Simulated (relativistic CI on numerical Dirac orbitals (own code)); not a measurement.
**Tl³⁺: one ion under different settings**

How much do the settings matter for Tl³⁺? One ion, several inputs.

Program: relativistic CI on numerical Dirac orbitals (own code) version 3. Level of theory: Dirac-Coulomb-Breit CI, KLI orbitals optimised for each configuration, model QED (radiative potential, 1s self-energy scaled to tabulated hydrogen-like ionisation energies), numerical settings as typed. These are calculated values, not measurements, unless marked.

**1. The atom as given**

* ion: Tl³⁺ (Tl IV)
* nuclear charge: 81
* electrons: 78
* isotope: A = 205

**2. The usual input**

Settings of the run:

```ini
atom Tl  Z=81  charge=3  electrons=78
nucleus A=205  rms_radius_fm=5.4759
hamiltonian dirac-coulomb  breit=on  qed=on  c_scale=1
orbitals kli  potential=per-configuration
slater_scale 1
correlation none
mixing on
grid step=0.0125 r_max=64.9
scf mixing=0.4 start=green max_iterations=150 tolerance=2e-08 node_fill=0.05
configurations
  [Xe] 4f14 5d10
  [Xe] 4f14 5d9 6s
  [Xe] 4f14 5d9 6p
end
```

Launch:

```
python run_levels.py task.json out
```

One command runs all members of the session, one after another, from task.json.

**3. Slater scale 0.6**

The settings differ from step 2 so:

```diff
@@ -4,3 +4,3 @@
 orbitals kli  potential=per-configuration
-slater_scale 1
+slater_scale 0.6
 correlation none
```

**4. QED terms off, speed-of-light factor 1.25, end of the grid 45.43**

Settings of the run:

```ini
atom Tl  Z=81  charge=3  electrons=78
nucleus A=205  rms_radius_fm=5.4759
hamiltonian dirac-coulomb  breit=on  qed=off  c_scale=1.25
orbitals kli  potential=per-configuration
slater_scale 1
correlation none
mixing on
grid step=0.0125 r_max=45.43
scf mixing=0.4 start=green max_iterations=150 tolerance=2e-08 node_fill=0.05
configurations
  [Xe] 4f14 5d10
  [Xe] 4f14 5d9 6s
  [Xe] 4f14 5d9 6p
end
```

**5. QED terms off**

Settings of the run:

```ini
atom Tl  Z=81  charge=3  electrons=78
nucleus A=205  rms_radius_fm=5.4759
hamiltonian dirac-coulomb  breit=on  qed=off  c_scale=1
orbitals kli  potential=per-configuration
slater_scale 1
correlation none
mixing on
grid step=0.0125 r_max=64.9
scf mixing=0.4 start=green max_iterations=150 tolerance=2e-08 node_fill=0.05
configurations
  [Xe] 4f14 5d10
  [Xe] 4f14 5d9 6s
  [Xe] 4f14 5d9 6p
end
```

**6. Node fill 0**

Settings of the run:

```ini
atom Tl  Z=81  charge=3  electrons=78
nucleus A=205  rms_radius_fm=5.4759
hamiltonian dirac-coulomb  breit=on  qed=on  c_scale=1
orbitals kli  potential=per-configuration
slater_scale 1
correlation none
mixing on
grid step=0.0125 r_max=64.9
scf mixing=0.4 start=green max_iterations=150 tolerance=2e-08 node_fill=0
configurations
  [Xe] 4f14 5d10
  [Xe] 4f14 5d9 6s
  [Xe] 4f14 5d9 6p
end
```

(Steps that only read results are left out.)

**Question.** What will these runs give? Wanted: lowest level, usual settings; total energy; first excitation.

As calculated:

| setting | total energy less usual (Ha) | largest shift of a level among the lowest eight of both runs, same label and place (cm⁻¹) | SCF iterations | time | lowest level | kind of change |
| --- | --- | --- | --- | --- | --- | --- |
| usual | 0 | 0 | 37 | 0.36 s | 5d10 1S0 | - |
| Slater scale 0.6 | 0 | 2800 | 37 | 0.36 s | 5d10 1S0 | model term |
| QED terms off, speed-of-light factor 1.25, end of the grid 45.43 | 507 | 22300 | 36 | 0.33 s | 5d10 1S0 | unphysical constant |
| QED terms off | -16.3 | 481 | 37 | 0.33 s | 5d10 1S0 | model term |
| node fill 0 | 0.0113 | 160 | 37 | 0.36 s | 5d10 1S0 | numerical |

| quantity | value |
| --- | --- |
| lowest level, usual settings | 5d10 1S0 |
| total energy | -20232.9536 Ha |
| first excitation | 76431 cm⁻¹ |

In words: Among the runs whose levels can be followed, they move most under «QED terms off, speed-of-light factor 1.25, end of the grid 45.43» (unphysical constant), by up to 22300 cm⁻¹. Only the listed configurations are in the model. Near neutrality, missing correlation can shift configurations against each other by thousands of cm⁻¹.
